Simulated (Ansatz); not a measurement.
# TlCrTe2: the cost of one run

Program: Ansatz 0.2.0. Level of theory: DFT PBEsol+U (U = 8 eV, J = 0.5 eV on Cr d), plane waves, PAW, no spin–orbit coupling unless a run says so. These are calculated values, not measurements.

1 further run of the same task is left out (it didn't finish).

## 1. The starting structure

Symmetry: P-3m1, No. 164, trigonal system. Conventional cell: a = 4.110 Å, b = 4.110 Å, c = 7.949 Å, α = 90.00°, β = 90.00°, γ = 120.00°. Cr (site symmetry -3m) is surrounded by 6 Te at 2.78 Å. Around Te (site symmetry 3m) lie 3 Cr at 2.78 Å and 3 Tl at 3.46 Å. Tl (site symmetry -3m) is surrounded by 6 Te at 3.46 Å and 2 Cr at 3.97 Å.

Coordinates:

```cif
data_structure
_symmetry_space_group_name_H-M 'P 1'
_symmetry_Int_Tables_number 1
_cell_length_a 4.1098
_cell_length_b 4.1098
_cell_length_c 7.9489
_cell_angle_alpha 90.000
_cell_angle_beta 90.000
_cell_angle_gamma 120.000
_cell_volume 116.27
loop_
_atom_site_label
_atom_site_type_symbol
_atom_site_fract_x
_atom_site_fract_y
_atom_site_fract_z
_atom_site_occupancy
Cr1 Cr 0.00000 0.00000 0.50000 1
Te1 Te 0.66667 0.33333 0.68330 1
Te2 Te 0.33333 0.66667 0.31670 1
Tl1 Tl 0.00000 0.00000 0.00000 1
```

## 2. Ferromagnetic start, free, symmetry kept, no search

The input, input.yaml:

```yaml
crystal:
  lattice:
    - [4.10983338, 0.0, 0.0]
    - [-2.05491669, 3.55922011, 0.0]
    - [0.0, 0.0, 7.94888413]
  atoms:
    - { symbol: Cr, position: [0.0, 0.0, 0.5], spin: 3.0 }
    - { symbol: Te, position: [0.6666666667, 0.3333333333, 0.68330262] }
    - { symbol: Te, position: [0.3333333333, 0.6666666667, 0.31669738] }
    - { symbol: Tl, position: [0.0, 0.0, 0.0] }
basis:
  ecutwfc: 420
  ecutrho_ratio: 4
kpoints:
  mp_grid: { grid: [5, 5, 3] }
hamiltonian:
  xc: pbesol
  hubbard: { sites: [{ site: 0, l: d, u: 8.0, j: 0.5 }] }
scf:
  occupations: { method: gaussian, width: 0.05 }
  lower_state_search: "off"
  max_iter: 150
output:
  forces: true
  stress: true
  eigenvalues: true
  populations: true
  hubbard: { sites: [{ site: 0, l: d }] }
magnetization:
  spin_polarized: true
```

On the command line:

```console
ansatz run input.yaml --threads 2 --pin off --max-ram 3072MiB --backend cpu --events-out ev --progress --plain --runs-dir out
```

What time and memory should one allow on 2 threads of Arm Neoverse V1, shared host?

About 6.5 s, with a peak of 0.5 GiB.
